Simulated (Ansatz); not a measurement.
**YB3N4: the band gap up the ladder of functionals**

One table from this session's results is given with a row withheld; the runs are named, their logs left out.

The runs shown are made with Ansatz 0.2.0. PAW datasets, plane waves. No spin polarisation and no zero-point or thermal motion; the cell was built from a prototype and may be hypothetical.

## The cell

The cell was relaxed beforehand with r2SCAN.

The symmetry is P3m1 (No. 156, trigonal); conventional cell a = 2.779 Å, c = 9.770 Å, 8.17 Å³ an atom. Around B lie 4 N at 1.58–1.68 Å; around B lie 4 N at 1.50–1.69 Å; around B lie 4 N at 1.57–1.69 Å; around Y lie 4 N at 2.06–2.30 Å; around N lie 4 B at 1.58–1.69 Å.

Structure file:

```cif
data_structure
_symmetry_space_group_name_H-M 'P3m1'
_symmetry_Int_Tables_number 156
_cell_length_a 2.7788
_cell_length_b 2.7788
_cell_length_c 9.7697
_cell_angle_alpha 90.000
_cell_angle_beta 90.000
_cell_angle_gamma 120.000
_cell_volume 65.33
loop_
_atom_site_label
_atom_site_type_symbol
_atom_site_symmetry_multiplicity
_atom_site_Wyckoff_symbol
_atom_site_fract_x
_atom_site_fract_y
_atom_site_fract_z
_atom_site_occupancy
B1 B 1 b 0.33333 0.66667 0.04110 1
B2 B 1 b 0.33333 0.66667 0.46874 1
B3 B 1 c 0.66667 0.33333 0.25536 1
Y1 Y 1 c 0.66667 0.33333 0.75420 1
N1 N 1 b 0.33333 0.66667 0.20255 1
N2 N 1 b 0.33333 0.66667 0.62275 1
N3 N 1 c 0.66667 0.33333 0.41565 1
N4 N 1 c 0.66667 0.33333 0.98966 1
```

Set-up of the first run:

File input.yaml:

```yaml
crystal:
  lattice:
    - [2.7787805376, 0.0, 0.0]
    - [-1.3893902688, 2.4064945371, 0.0]
    - [0.0, 0.0, 9.769668445]
  atoms:
    - { symbol: B, position: [0.3333333333, 0.6666666667, 0.0411040624] }
    - { symbol: B, position: [0.3333333333, 0.6666666667, 0.4687435509] }
    - { symbol: B, position: [0.6666666667, 0.3333333333, 0.255358546] }
    - { symbol: "Y", position: [0.6666666667, 0.3333333333, 0.7541964111] }
    - { symbol: "N", position: [0.3333333333, 0.6666666667, 0.2025456667] }
    - { symbol: "N", position: [0.3333333333, 0.6666666667, 0.6227463366] }
    - { symbol: "N", position: [0.6666666667, 0.3333333333, 0.4156455335] }
    - { symbol: "N", position: [0.6666666667, 0.3333333333, 0.9896598929] }
kpoints:
  mp_grid: { grid: [12, 12, 4] }
  band_path:
    path:
      - [[0.0, 0.0, 0.0], [0.5, -1.113185409934e-17, -1.054886529654e-18], [0.3333333333333, 0.3333333333333, -1.40651537288e-18], [0.0, 0.0, 0.0], [1.304250839764e-36, -9.218589684785e-36, 0.5], [0.5, -1.11531860835e-17, 0.5], [0.3333333333333, 0.3333333333333, 0.5], [1.304250839764e-36, -9.218589684785e-36, 0.5]]
      - [[0.5, -1.11531860835e-17, 0.5], [0.5, -1.113185409934e-17, -1.054886529654e-18]]
      - [[0.3333333333333, 0.3333333333333, 0.5], [0.3333333333333, 0.3333333333333, -1.40651537288e-18]]
    npoints: 10
hamiltonian:
  xc: pbe
scf:
  occupations: { method: fermi_dirac, width: 0.02 }
  n_extra_bands: 6
output:
  forces: true
  stress: true
  eigenvalues: true
```

Started as:

```sh
ansatz run input.yaml --threads 4 --pin off --max-ram 6451MiB --backend cpu --events-out ev --progress --plain --runs-dir out
```

Among the steps run: PBE band path; r2SCAN at the same geometry; HSE06 at the same geometry; PBE+SOC; PBE0 at the same geometry.

One table of the session follows, with a row left open; its other results are not shown here.

```
  level  gap (eV)
    PBE      0.41
 r2SCAN      0.58
  HSE06      1.20
PBE+SOC      0.41
   PBE0         ?
```

Q: Estimate the row for PBE0 from the others.

As computed: gap (eV): 1.92. In the column «gap (eV)» it is the highest.

Meshes: PBE 12×12×4, r2SCAN 12×12×4, HSE06 6×6×2, PBE+SOC 12×12×4, PBE0 6×6×2

In words: PBE gives the least gap, 0.41 eV, and PBE0 the largest, 1.92 eV. PBE reaches 34 % of the HSE06 value, and r2SCAN 49 %. PBE0 lies 0.72 eV above HSE06, which differs from it by screening the long-range exchange.

To keep in mind: Warnings in the runs' records: stress scf threshold loose, stress exchange threshold loose.
